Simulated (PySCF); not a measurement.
**C₄H₄OSe: a tour of settings**

Aim: see how C₄H₄OSe (`Oc1ccc[se]1`) answers to the choice of functional, basis, grid and SCF options.

The runs use PySCF 2.14.0, with density-fitted response routines of our own; the level of theory stands in each step. All values are computed, except where a source is named. Atoms count from 0, in the outputs and in this text.

**1. Starting geometry**

10 atoms, charge 0, multiplicity 1; geometry from: GFN2-xTB.

Bonds of the start (Å): O0–C1 1.35, C1–C2 1.36, C2–C3 1.42, C3–C4 1.35, C4–Se5 1.86, Se5–C1 1.89, O0–H6 0.96, C2–H7 1.08, C3–H8 1.08, C4–H9 1.07.

**2. Ultraviolet spectrum: PBE0/pcSseg-1**

The job: settings as JSON, then the geometry in Å.

```
{"job": {"kind": "uv", "xc": "PBE0", "basis": "pcSseg-1", "nstates": 3, "ntriplets": 2, "tda": false, "scf": {"level_shift": 0.3, "guess": "vsap"}}, "charge": 0, "multiplicity": 1}
O      2.372533     0.127927    -0.184507
C      1.027536     0.164485    -0.055482
C      0.203323    -0.899277    -0.238206
C     -1.172012    -0.613580    -0.045449
C     -1.463127     0.663837     0.289367
Se     0.066588     1.722573     0.408428
H      2.762611     0.992208    -0.012049
H      0.575842    -1.871684    -0.505786
H     -1.932046    -1.368143    -0.158056
H     -2.432364     1.086308     0.479211
```

Level: TDDFT PBE0/pcSseg-1, vertical, gas phase, core orbitals frozen in the response.

The run is started by

```sh
$ OMP_NUM_THREADS=1 python probes_run.py task.json out
```

One launch serves the whole session: the jobs run in the order shown.

Log:

```text
final grid: 90608 points
cycle   1  E = -2629.4836389712  dE = -3.874e-01  |g| = 2.362e+00  |ddm| = 3.566e+00
cycle   2  E = -2629.5085247123  dE = -2.489e-02  |g| = 2.416e+00  |ddm| = 3.570e+00
cycle   3  E = -2630.5831066218  dE = -1.075e+00  |g| = 6.893e-01  |ddm| = 1.313e+00
cycle   4  E = -2630.7335402822  dE = -1.504e-01  |g| = 1.745e-01  |ddm| = 6.380e-01
cycle   5  E = -2630.7441418176  dE = -1.060e-02  |g| = 4.211e-02  |ddm| = 2.258e-01
cycle   6  E = -2630.7460565431  dE = -1.915e-03  |g| = 2.205e-02  |ddm| = 1.012e-01
cycle   7  E = -2630.7466561006  dE = -5.996e-04  |g| = 1.305e-02  |ddm| = 5.589e-02
cycle   8  E = -2630.7468543481  dE = -1.982e-04  |g| = 7.831e-03  |ddm| = 3.136e-02
cycle   9  E = -2630.7469194294  dE = -6.508e-05  |g| = 4.527e-03  |ddm| = 1.870e-02
cycle  10  E = -2630.7469405529  dE = -2.112e-05  |g| = 2.464e-03  |ddm| = 1.035e-02
cycle  11  E = -2630.7469468153  dE = -6.262e-06  |g| = 1.306e-03  |ddm| = 5.678e-03
cycle  12  E = -2630.7469486429  dE = -1.828e-06  |g| = 7.097e-04  |ddm| = 3.107e-03
cycle  13  E = -2630.7469491380  dE = -4.951e-07  |g| = 4.058e-04  |ddm| = 1.569e-03
cycle  14  E = -2630.7469492876  dE = -1.496e-07  |g| = 2.225e-04  |ddm| = 8.550e-04
cycle  15  E = -2630.7469493320  dE = -4.435e-08  |g| = 1.184e-04  |ddm| = 4.575e-04
cycle  16  E = -2630.7469493446  dE = -1.265e-08  |g| = 6.489e-05  |ddm| = 2.416e-04
cycle  17  E = -2630.7469493482  dE = -3.525e-09  |g| = 3.542e-05  |ddm| = 1.268e-04
cycle  18  E = -2630.7469493492  dE = -1.002e-09  |g| = 1.973e-05  |ddm| = 6.650e-05
cycle  19  E = -2630.7469493495  dE = -2.965e-10  |g| = 1.100e-05  |ddm| = 3.510e-05
level shift removed, Fock matrix diagonalised once more
converged SCF energy = -2630.7469493495

Static polarisability (au): isotropic 62.175, principal 31.731 74.869 79.924

Singlet excitations
state   eV       nm        f      main configurations
  1   4.3112    287.6   0.00012   H->L 0.99
  2   5.0909    243.5   0.00003   H-1->L 0.98
  3   5.2828    234.7   0.09683   H->L+1 0.94

Triplet excitations (Tamm-Dancoff, eV): 3.3973 4.0403
```

Wall time 44 s (1 thread of Intel Xeon at 2.50GHz, shared host); peak memory 0.63 GiB.

Frontier orbitals and where they lie:

```tsv
orbital	eV	atoms
HOMO−3	-9.74	O0 26 %, C4 24 %, C3 23 %
HOMO−2	-9.55	Se5 56 %, C1 13 %, O0 9 %
HOMO−1	-7.06	Se5 62 %, C2 19 %, C3 16 %
HOMO	-6.18	C4 30 %, C1 22 %, C2 18 %
LUMO	-0.40	Se5 49 %, H6 19 %, C1 12 %
LUMO+1	-0.24	C4 26 %, C1 25 %, Se5 19 %
LUMO+2	1.51	H6 45 %, Se5 25 %, C1 11 %
```

With each of the 3 states as a Gaussian band of 0.4 eV half-width at 1/e, the curve within the window shown has maxima at 235 nm (ε 3,900) L/(mol cm). Beyond the last state computed it falls off for lack of states. The curve at chosen wavelengths:

nm, ε (L/mol/cm) and a bar:
```
      222       2234 #################
      226       3044 #######################
      231       3758 #############################
      235       3920 ##############################
      240       3592 ###########################
      244       3030 #######################
      249       2192 #################
      253       1563 ############
      258        938 #######
      262        586 ####
      266        349 ###
      271        173 #
      275         95 #
      280         45 
      284         25 
      289         13 
      293          9 
      297          6 
      302          4 
      306          3 
      311          3 
      315          2 
      320          1 
      324          1 
      329          1 
      333          1
```

Ground-state properties from the same run:

```tsv
property	computed
dipole moment (D)	1.06
polarisability (Å³)	9.21
HOMO–LUMO gap (eV)	5.77
−ε(HOMO) (eV)	6.18
```

**3. Indirect couplings: LDA/pcSseg-1**

Same as in step 2 but for these lines:

```diff
@@ -1,2 +1,2 @@
-{"job": {"kind": "uv", "xc": "PBE0", "basis": "pcSseg-1", "nstates": 3, "ntriplets": 2, "tda": false, "scf": {"level_shift": 0.3, "guess": "vsap"}}, "charge": 0, "multiplicity": 1}
+{"job": {"kind": "j", "xc": "LDA", "basis": "pcSseg-1", "grid": 4}, "charge": 0, "multiplicity": 1}
 O      2.372533     0.127927    -0.184507
```

With the program's defaults for keys left out, this is: LDA/pcSseg-1 indirect spin-spin coupling, non-relativistic, gas phase.

Log:

```text
coarse grid: 43120 points
cycle   1  E = -2625.8119357915  dE =  5.648e-03  |g| = 1.213e+00  |ddm| = 3.433e+00
cycle   2  E = -2625.3151279495  dE =  4.968e-01  |g| = 1.806e+00  |ddm| = 2.231e+00
cycle   3  E = -2625.9042319840  dE = -5.891e-01  |g| = 4.719e-01  |ddm| = 2.133e+00
cycle   4  E = -2625.9624811142  dE = -5.825e-02  |g| = 1.805e-01  |ddm| = 7.494e-01
cycle   5  E = -2625.9704051943  dE = -7.924e-03  |g| = 9.706e-02  |ddm| = 2.578e-01
cycle   6  E = -2625.9723041588  dE = -1.899e-03  |g| = 1.620e-02  |ddm| = 8.313e-02
cycle   7  E = -2625.9723609267  dE = -5.677e-05  |g| = 8.033e-03  |ddm| = 2.259e-02
cycle   8  E = -2625.9723707350  dE = -9.808e-06  |g| = 3.972e-03  |ddm| = 8.632e-03
cycle   9  E = -2625.9723747607  dE = -4.026e-06  |g| = 1.009e-03  |ddm| = 4.548e-03
final grid: 235712 points
cycle  10  E = -2625.9723800435  dE =  1.943e-06  |g| = 2.786e-03  |ddm| = 3.995e-03
cycle  11  E = -2625.9723606957  dE =  1.935e-05  |g| = 8.628e-03  |ddm| = 1.176e-02
cycle  12  E = -2625.9723821518  dE = -2.146e-05  |g| = 7.105e-04  |ddm| = 9.007e-03
cycle  13  E = -2625.9723822761  dE = -1.242e-07  |g| = 7.129e-05  |ddm| = 5.943e-04
cycle  14  E = -2625.9723822771  dE = -1.071e-09  |g| = 2.588e-05  |ddm| = 7.980e-05
cycle  15  E = -2625.9723822773  dE = -1.796e-10  |g| = 4.168e-06  |ddm| = 3.187e-05
converged SCF energy = -2625.9723822773

Indirect spin-spin couplings (Hz)
  i      j    bonds     total        FC       PSO       DSO        SD
  0 O    1 C    1     15.814    12.207     3.783    -0.175         -
  0 O    2 C    2     -9.761   -10.986     1.222     0.003         -
  0 O    3 C    3     -2.769    -2.871     0.058     0.044         -
  0 O    4 C    3      0.286     0.059     0.162     0.064         -
  0 O    6 H    1    -77.238   -65.939   -10.847    -0.452         -
  0 O    7 H    3     -1.202    -1.429     0.248    -0.022         -
  0 O    8 H    4     -0.282    -0.408    -0.075     0.201         -
  0 O    9 H    4      0.475     0.456    -0.269     0.289         -
  1 C    2 C    1     98.503   104.859    -6.753     0.397         -
  1 C    3 C    2      8.996     8.756     0.152     0.089         -
  1 C    4 C    2      6.955     7.880    -0.988     0.063         -
  1 C    6 H    2     -1.283    -0.629    -0.394    -0.260         -
  1 C    7 H    2      2.172     3.189    -0.964    -0.052         -
  1 C    8 H    3     10.105    10.035     0.422    -0.352         -
  1 C    9 H    3      4.036     4.375     0.199    -0.538         -
  2 C    3 C    1     74.394    78.654    -4.556     0.295         -
  2 C    4 C    2      0.898     0.669     0.178     0.052         -
  2 C    6 H    3      5.718     5.908     0.490    -0.680         -
  2 C    7 H    1    139.818   137.825     0.890     1.103         -
  2 C    8 H    2      2.940     3.607    -0.446    -0.220         -
  2 C    9 H    3      5.242     5.375     0.346    -0.479         -
  3 C    4 C    1     80.669    88.071    -7.725     0.322         -
  3 C    6 H    4      0.270     0.484     0.277    -0.490         -
  3 C    7 H    2      1.805     2.478    -0.429    -0.244         -
  3 C    8 H    1    137.828   136.183     0.629     1.015         -
  3 C    9 H    2      1.485     2.551    -0.747    -0.319         -
  4 C    6 H    4     -1.272    -0.434    -0.241    -0.597         -
  4 C    7 H    3      9.466     9.373     0.526    -0.433         -
  4 C    8 H    2      5.861     6.998    -0.931    -0.207         -
  4 C    9 H    1    162.843   161.541     0.001     1.301         -
  6 H    7 H    4     -0.395    -0.102     2.248    -2.540         -
  6 H    8 H    5     -0.314     0.121     1.450    -1.885         -
  6 H    9 H    5     -0.797     0.279     1.062    -2.138         -
  7 H    8 H    3      2.541     2.528     0.455    -0.443         -
  7 H    9 H    4      0.545     0.831     1.675    -1.961         -
  8 H    9 H    3      3.637     3.629     0.540    -0.532         -
```

Wall time 31 s (1 thread of Intel Xeon at 2.50GHz, shared host).

This basis has no tight s functions, so the Fermi-contact terms are rough.

Couplings of 1 Hz or more, nine at most for each number of bonds (isotopes 13C, 1H, 17O):

```tsv
pair	bonds	J (Hz)	Fermi contact (Hz)	dihedral (°)
C4–H9	1	162.8	161.5	–
C2–H7	1	139.8	137.8	–
C3–H8	1	137.8	136.2	–
C1–C2	1	98.5	104.9	–
C3–C4	1	80.7	88.1	–
O0–H6	1	-77.2	-65.9	–
C2–C3	1	74.4	78.7	–
O0–C1	1	15.8	12.2	–
O0–C2	2	-9.8	-11.0	–
C1–C3	2	9.0	8.8	–
C1–C4	2	7.0	7.9	–
C4–H8	2	5.9	7.0	–
C2–H8	2	2.9	3.6	–
C1–H7	2	2.2	3.2	–
C3–H7	2	1.8	2.5	–
C3–H9	2	1.5	2.6	–
C1–H6	2	-1.3	-0.6	–
C1–H8	3	10.1	10.0	-180
C4–H7	3	9.5	9.4	180
C2–H6	3	5.7	5.9	180
C2–H9	3	5.2	5.4	-180
C1–H9	3	4.0	4.4	180
H8–H9	3	3.6	3.6	0
O0–C3	3	-2.8	-2.9	180
H7–H8	3	2.5	2.5	0
O0–H7	3	-1.2	-1.4	0
C4–H6	4	-1.3	-0.4	–
```

The spin-dipole term was not solved, so all couplings lack that part.

The response was solved for the nuclei of C, H alone, so couplings that need other nuclei can be missing.

Quadrupole couplings from the field gradients of the same density:

```tsv
atom	isotope	eQq/h (MHz)	η
O0	17O	-10.3	0.90
```

**4. Excited states and response: PBE/def2-SVPD**

Same as in step 3 but for these lines:

```diff
@@ -1,2 +1,2 @@
-{"job": {"kind": "j", "xc": "LDA", "basis": "pcSseg-1", "grid": 4}, "charge": 0, "multiplicity": 1}
+{"job": {"kind": "uv", "xc": "PBE", "basis": "def2-SVPD", "nstates": 6, "ntriplets": 0, "tda": false, "scf": {"conv": 0.1, "max_cycle": 95}}, "charge": 0, "multiplicity": 1}
 O      2.372533     0.127927    -0.184507
```

With the program's defaults for keys left out, this is: TDDFT PBE/def2-SVPD, vertical, gas phase, core orbitals frozen in the response.

Log:

```text
final grid: 90608 points
cycle   1  E = -2630.3730178109  dE =  7.715e-02  |g| = 7.730e-01  |ddm| = 6.622e+00
cycle   2  E = -2629.9043794125  dE =  4.686e-01  |g| = 1.568e+00  |ddm| = 4.145e+00
cycle   3  E = -2630.4933515084  dE = -5.890e-01  |g| = 1.624e-01  |ddm| = 3.312e+00
cycle   4  E = -2630.4994164763  dE = -6.065e-03  |g| = 1.144e-01  |ddm| = 7.406e-01
converged SCF energy = -2630.4994164763

Static polarisability (au): isotropic 75.391, principal 49.926 85.732 90.516

Singlet excitations
state   eV       nm        f      main configurations
  1   3.6240    342.1   0.00011   H->L 1.00
  2   4.4788    276.8   0.00050   H-1->L 1.00
  3   4.9118    252.4   0.01593   H->L+2 0.78, H->L+1 0.20
  4   4.9136    252.3   0.05816   H->L+1 0.73, H->L+2 0.21
  5   5.3890    230.1   0.07276   H-1->L+1 0.81, H->L+5 0.15
  6   5.7563    215.4   0.00215   H->L+3 0.56, H-1->L+2 0.41
```

It took 30 s on 1 thread of Intel Xeon at 2.50GHz, shared host; peak memory 0.68 GiB.

The run ended normally, but its values are not to be used for the molecule: the SCF threshold of 0.1 Eh is far too loose. Its HOMO lies at -5.25 eV, against -6.18 eV in step 2 (PBE0/pcSseg-1), a different level, so the two don't compare directly.

**5. Nuclear shieldings: KT2/pcSseg-1**

Same as in step 4 but for these lines:

```diff
@@ -1,2 +1,2 @@
-{"job": {"kind": "uv", "xc": "PBE", "basis": "def2-SVPD", "nstates": 6, "ntriplets": 0, "tda": false, "scf": {"conv": 0.1, "max_cycle": 95}}, "charge": 0, "multiplicity": 1}
+{"job": {"kind": "nmr", "xc": "KT2", "basis": "pcSseg-1", "pop": true, "scf": {"level_shift": 0.1, "conv": 1e-06}}, "charge": 0, "multiplicity": 1}
 O      2.372533     0.127927    -0.184507
```

With the program's defaults for keys left out, this is: GIAO KT2/pcSseg-1 NMR shielding, non-relativistic, gas phase.

Log:

```text
final grid: 90608 points
cycle   1  E = -2644.4249705625  dE =  3.972e-02  |g| = 8.278e-01  |ddm| = 3.301e+00
cycle   2  E = -2644.2976399799  dE =  1.273e-01  |g| = 1.094e+00  |ddm| = 1.454e+00
cycle   3  E = -2644.5280915850  dE = -2.305e-01  |g| = 8.662e-02  |ddm| = 8.944e-01
cycle   4  E = -2644.5286464434  dE = -5.549e-04  |g| = 7.648e-02  |ddm| = 1.656e-01
cycle   5  E = -2644.5300766934  dE = -1.430e-03  |g| = 1.632e-02  |ddm| = 6.249e-02
cycle   6  E = -2644.5301257116  dE = -4.902e-05  |g| = 5.749e-03  |ddm| = 1.954e-02
cycle   7  E = -2644.5301307924  dE = -5.081e-06  |g| = 1.827e-03  |ddm| = 5.007e-03
cycle   8  E = -2644.5301315857  dE = -7.933e-07  |g| = 6.107e-04  |ddm| = 2.292e-03
level shift removed, Fock matrix diagonalised once more
converged SCF energy = -2644.5301315857

GIAO shielding tensors (ppm)
atom      isotropic    diamagn.    paramagn.     s11        s22        s33       span
  0 O      199.708     384.533    -184.825    125.263    234.026    239.835    114.572
  1 C       15.277     255.604    -240.327    -39.415     16.395     68.850    108.265
  2 C       83.993     250.931    -166.938     29.927     78.552    143.499    113.572
  3 C       62.838     250.957    -188.119     -9.069     55.177    142.407    151.476
  4 C       73.324     256.076    -182.752     -2.157     95.247    126.881    129.037
  5 Se    1282.481    3002.829   -1720.347    943.079   1425.453   1478.912    535.832
  6 H       26.909      30.849      -3.941     18.314     27.578     34.834     16.520
  7 H       25.353      30.459      -5.107     22.409     24.651     28.998      6.589
  8 H       24.984      30.105      -5.120     22.021     23.795     29.137      7.116
  9 H       25.339      30.723      -5.384     21.808     24.844     29.366      7.558
```

Run time: 42 s. Hardware: 1 thread of Intel Xeon at 2.50GHz, shared host; peak memory 0.64 GiB.

The references, computed at this level on geometries of the same kind, shield at (ppm): 1H TMS 31.62, 13C TMS 185.6, 17O H2O 332.3, 77Se Me2Se 1711. Their shielding less the atom's gives the shift. The references are single molecules in the gas phase, so shifts against H2O, NH3, PH3, H3PO4 or CFCl3 are not on the usual liquid scales and can be off by tens of ppm.

```tsv
atoms	environment	σ (ppm)	δ (ppm)
C1	aromatic carbon bearing oxygen	15.3	170.3
C3	aromatic CH	62.8	122.8
C4	aromatic CH next to the ring selenium	73.3	112.3
C2	aromatic CH	84.0	101.6
H8	hydrogen on an aromatic CH	24.98	6.64
H9	hydrogen on an aromatic CH next to the ring selenium	25.34	6.28
H7	hydrogen on an aromatic CH	25.35	6.27
H6	hydrogen on a phenol-type oxygen	26.91	4.71
O0	phenol-type oxygen	199.7	132.6
Se5	selenium bonded to 2 C, in a 5-membered ring	1282	428
```

Charges from the same density, by scheme (e):

```tsv
atoms	Mulliken	IAO	Hirshfeld	ESP fit
O0	-0.31	-0.44	-0.16	-0.44
C1	-0.01	0.03	0.02	0.01
C2	-0.05	-0.24	-0.10	-0.03
C3	-0.03	-0.17	-0.07	-0.39
C4	-0.22	-0.36	-0.11	-0.23
Se5	0.15	0.31	0.10	0.04
```

Mayer bond orders: O0–C1 1.09, C1–C2 1.51, C2–C3 1.26, C3–C4 1.58, C4–Se5 1.14, Se5–C1 1.12.

Ring of atoms C1, C2, C3, C4, Se5: NICS(0) -12.4, NICS(1) -9.2, NICS(1)zz -19.4 ppm (means of both faces).

**6. J couplings: PBE/aug-cc-pVDZ in acetonitrile**

Same as in step 5 but for these lines:

```diff
@@ -1,2 +1,2 @@
-{"job": {"kind": "nmr", "xc": "KT2", "basis": "pcSseg-1", "pop": true, "scf": {"level_shift": 0.1, "conv": 1e-06}}, "charge": 0, "multiplicity": 1}
+{"job": {"kind": "j", "xc": "PBE", "basis": "aug-cc-pVDZ", "solvent": "acetonitrile"}, "charge": 0, "multiplicity": 1}
 O      2.372533     0.127927    -0.184507
```

Method: PBE/aug-cc-pVDZ indirect spin-spin coupling, non-relativistic, IEF-PCM acetonitrile.

Log:

```text
coarse grid: 43120 points
cycle   1  E = -2630.8410932921  dE =  1.467e-01  |g| = 7.226e-01  |ddm| = 1.257e+01
cycle   2  E = -2630.5222646555  dE =  3.188e-01  |g| = 1.360e+00  |ddm| = 5.060e+00
cycle   3  E = -2630.9564790753  dE = -4.342e-01  |g| = 1.090e-01  |ddm| = 3.401e+00
cycle   4  E = -2630.9587945506  dE = -2.315e-03  |g| = 5.882e-02  |ddm| = 6.228e-01
cycle   5  E = -2630.9595677275  dE = -7.732e-04  |g| = 1.916e-02  |ddm| = 2.015e-01
cycle   6  E = -2630.9596756048  dE = -1.079e-04  |g| = 4.923e-03  |ddm| = 6.232e-02
cycle   7  E = -2630.9596797588  dE = -4.154e-06  |g| = 2.236e-03  |ddm| = 1.534e-02
final grid: 90608 points
cycle   8  E = -2630.9597022723  dE =  6.936e-06  |g| = 5.456e-03  |ddm| = 3.010e-02
cycle   9  E = -2630.9596538703  dE =  4.840e-05  |g| = 1.424e-02  |ddm| = 4.979e-02
cycle  10  E = -2630.9597102654  dE = -5.640e-05  |g| = 1.149e-03  |ddm| = 3.629e-02
cycle  11  E = -2630.9597106097  dE = -3.443e-07  |g| = 1.315e-04  |ddm| = 2.747e-03
cycle  12  E = -2630.9597106144  dE = -4.677e-09  |g| = 3.160e-05  |ddm| = 4.144e-04
cycle  13  E = -2630.9597106146  dE = -2.633e-10  |g| = 4.628e-06  |ddm| = 8.891e-05
converged SCF energy = -2630.9597106146

Indirect spin-spin couplings (Hz)
  i      j    bonds     total        FC       PSO       DSO        SD
  0 O    1 C    1      9.935     7.229     2.888    -0.182         -
  0 O    2 C    2    -10.403   -11.408     1.002     0.003         -
  0 O    3 C    3     -2.641    -2.746     0.062     0.044         -
  0 O    4 C    3      0.209    -0.121     0.267     0.063         -
  0 O    6 H    1    -94.452   -85.604    -8.387    -0.461         -
  0 O    7 H    3     -1.062    -1.263     0.220    -0.019         -
  0 O    8 H    4     -0.443    -0.593    -0.050     0.201         -
  0 O    9 H    4      0.579     0.447    -0.155     0.287         -
  1 C    2 C    1    169.736   175.229    -5.886     0.393         -
  1 C    3 C    2      0.677     0.477     0.113     0.087         -
  1 C    4 C    2     -4.016    -3.349    -0.730     0.063         -
  1 C    6 H    2     -1.726    -1.083    -0.395    -0.248         -
  1 C    7 H    2      5.291     6.250    -0.897    -0.062         -
  1 C    8 H    3     11.035    11.055     0.337    -0.357         -
  1 C    9 H    3      3.775     4.169     0.146    -0.540         -
  2 C    3 C    1    141.496   145.052    -3.856     0.300         -
  2 C    4 C    2     -3.403    -3.552     0.097     0.052         -
  2 C    6 H    3      4.825     5.132     0.374    -0.681         -
  2 C    7 H    1    182.150   180.587     0.442     1.122         -
  2 C    8 H    2      5.835     6.483    -0.431    -0.217         -
  2 C    9 H    3      6.457     6.693     0.242    -0.478         -
  3 C    4 C    1    143.767   150.178    -6.733     0.322         -
  3 C    6 H    4      0.415     0.680     0.225    -0.491         -
  3 C    7 H    2      4.288     4.953    -0.425    -0.240         -
  3 C    8 H    1    173.206   171.994     0.178     1.034         -
  3 C    9 H    2      3.364     4.458    -0.776    -0.317         -
  4 C    6 H    4     -1.326    -0.539    -0.191    -0.596         -
  4 C    7 H    3      9.901     9.945     0.389    -0.433         -
  4 C    8 H    2      7.588     8.689    -0.888    -0.213         -
  4 C    9 H    1    194.090   193.089    -0.304     1.306         -
  6 H    7 H    4     -0.772    -0.167     1.940    -2.544         -
  6 H    8 H    5     -0.582     0.095     1.209    -1.886         -
  6 H    9 H    5     -1.019     0.319     0.800    -2.138         -
  7 H    8 H    3      2.476     2.453     0.461    -0.438         -
  7 H    9 H    4      0.540     1.135     1.363    -1.958         -
  8 H    9 H    3      4.146     4.134     0.542    -0.530         -
```

It took 39 s on 1 thread of Intel Xeon at 2.50GHz, shared host; peak memory 0.77 GiB.

This basis has no tight s functions, so the Fermi-contact terms are rough.

This run: J(C4,H9) 194.1 Hz, J(C2,H7) 182.2 Hz, J(C3,H8) 173.2 Hz.

**7. Comparing the runs: spin-spin couplings**

Couplings (Hz), with basis size and wall time:

```tsv
run	C4–H9	C2–H7	C3–H8	C1–C2	C3–C4	O0–H6	C2–C3	functions	time
LDA/pcSseg-1	162.8	139.8	137.8	98.5	80.7	-77.2	74.4	146	31 s
PBE/aug-cc-pVDZ in acetonitrile	194.1	182.2	173.2	169.7	143.8	-94.5	141.5	187	39 s
```

**8. What came out**

| quantity | value |
| --- | --- |
| lowest singlet (PBE0/pcSseg-1) | 4.31 eV (288 nm), f = 0.000 |
| brightest single state of those computed | state 3, 5.28 eV, f = 0.097 |
| lowest triplet | 3.40 eV |
| largest coupling of the table (LDA/pcSseg-1) | 1J(C,H) C4–H9, 162.8 Hz |
| 13C shifts against TMS (KT2/pcSseg-1) | 170.3, 122.8, 112.3, 101.6 ppm |
| 1H shifts against TMS (KT2/pcSseg-1) | 6.64, 6.28, 6.27, 4.71 ppm |
| 17O shifts against H2O (KT2/pcSseg-1) | 132.6 ppm |
| 77Se shifts against Me2Se (KT2/pcSseg-1) | 428 ppm |
| range of J(C4,H9), mean over like pairs | 162.8 to 194.1 Hz |
| property runs in this session | 5, of which 0 failed and 1 gave unsound results |

In words: Single values in the summary come from the first run of each kind that ended normally (PBE0/pcSseg-1; LDA/pcSseg-1; KT2/pcSseg-1), which need not be the best level. The first singlet state (HOMO→LUMO 0.99) lies at 4.31 eV and is dark; of the 3 states computed, the strongest absorption comes from state 3 at 5.28 eV (the last computed, so partners may be missing). The lowest triplet lies 0.91 eV below the lowest singlet (triplets in Tamm-Dancoff, singlets in full TDDFT). Of the pairs tabulated at LDA/pcSseg-1, C4–H9 couples most strongly (162.8 Hz; Fermi contact 161.5 Hz). At KT2/pcSseg-1: The widest tensor belongs to Se5: span 536 ppm, with a paramagnetic part of -1720 ppm. NICS(1)zz of -19 ppm above the planar ring from C1 marks a diatropic (aromatic) ring current. The coupling C4–H9, as a mean over pairs of its kind, runs from 162.8 Hz (LDA/pcSseg-1) to 194.1 Hz (PBE/aug-cc-pVDZ in acetonitrile). Spin-orbit coupling is left out, which matters for shieldings and couplings at and beside the heavy atoms. Couplings from bases without tight functions are rough.
